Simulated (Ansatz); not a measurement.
Ta3AsAu2O13:

```
Ta As Au O
1.0
     5.45204    0.00000    0.00000
    -2.72602    4.72161    0.00000
     0.00000    0.00000    9.57902
Ta As Au O
3 1 2 13
Direct
  0.00000 0.00000 0.19408
  0.00000 0.00000 0.80592
  0.66667 0.33333 0.00000
  0.00000 0.00000 0.50000
  0.33333 0.66667 0.27428
  0.33333 0.66667 0.72572
  0.00000 0.00000 0.00000
  0.23947 0.97129 0.36402
  0.02871 0.26818 0.36402
  0.73182 0.76053 0.36402
  0.23947 0.97129 0.63598
  0.02871 0.26818 0.63598
  0.73182 0.76053 0.63598
  0.38452 0.33425 0.85844
  0.66575 0.05026 0.85844
  0.94974 0.61548 0.85844
  0.38452 0.33425 0.14156
  0.66575 0.05026 0.14156
  0.94974 0.61548 0.14156
```

The cell was built by a generator and needn't be a form met in nature.

| Quantity | Value |
| --- | --- |
| Program | Ansatz 0.2.0 |
| Task | single point |
| Functional | PBE |
| Potentials or basis | Ansatz PAW |
| Cutoff | 420 eV (not typed: the program's choice for these potentials) |
| k mesh | 6 × 6 × 3 |
| Occupations | fermi-dirac, width 0.05 eV |
| Spin | no spin polarisation |

On this cell: pressure -0.2 GPa; largest force 0.201 eV/Å; band gap on the k mesh none (metal or under the smearing width).

The same run follows on a disturbed copy (atoms moved at random, drawn with an rms of 0.05 Å):

```
CELL_PARAMETERS angstrom
5.45204 0.00000 0.00000
-2.72602 4.72161 0.00000
0.00000 0.00000 9.57902
ATOMIC_POSITIONS crystal
Ta 0.99860 0.99588 0.19662
Ta 0.99656 0.98620 0.80435
Ta 0.66426 0.34010 0.99999
As 0.00222 0.00319 0.50457
Au 0.34019 0.67198 0.27696
Au 0.33294 0.66983 0.72557
O 0.00526 0.01421 0.99488
O 0.24476 0.98031 0.36836
O 0.03214 0.26933 0.36177
O 0.72193 0.75485 0.36484
O 0.23667 0.97178 0.63762
O 0.02391 0.27174 0.63647
O 0.72713 0.75428 0.63871
O 0.37896 0.34062 0.86035
O 0.68044 0.05996 0.85941
O 0.93958 0.60862 0.85670
O 0.38282 0.33486 0.14445
O 0.66262 0.05009 0.14339
O 0.95174 0.61676 0.13816
```

Task: What does the disturbed cell give?

Result: The energy (extrapolated to zero smearing) moves by +15.1 meV/atom; pressure -0.2 GPa; largest force 2.604 eV/Å; band gap on the k mesh none (metal or under the smearing width).

Forces in eV/Å, atoms in the order of the input:
```
Ta  -0.213  0.462 -1.226
Ta  -0.609  1.243 -0.039
Ta   0.158 -0.791 -0.158
As  -0.323  0.173 -0.583
Au  -0.516 -0.228 -0.166
Au   0.224 -0.165  0.211
O    0.277 -0.490  2.543
O   -0.219 -0.493 -0.108
O   -0.081  0.238  0.185
O    0.628  0.501  0.188
O    0.577 -0.014 -0.069
O    0.248 -0.341 -0.272
O   -0.147  0.035 -0.496
O    0.383  0.132 -0.187
O   -0.862 -0.270 -0.036
O    0.156  0.064  0.220
O    0.002 -0.237 -0.109
O    0.449 -0.153 -0.039
O   -0.132  0.332  0.141
```

Stress tensor (GPa, compression positive):
```
 0.48  0.27  0.17
 0.27 -0.81 -0.28
 0.17 -0.28 -0.41
```
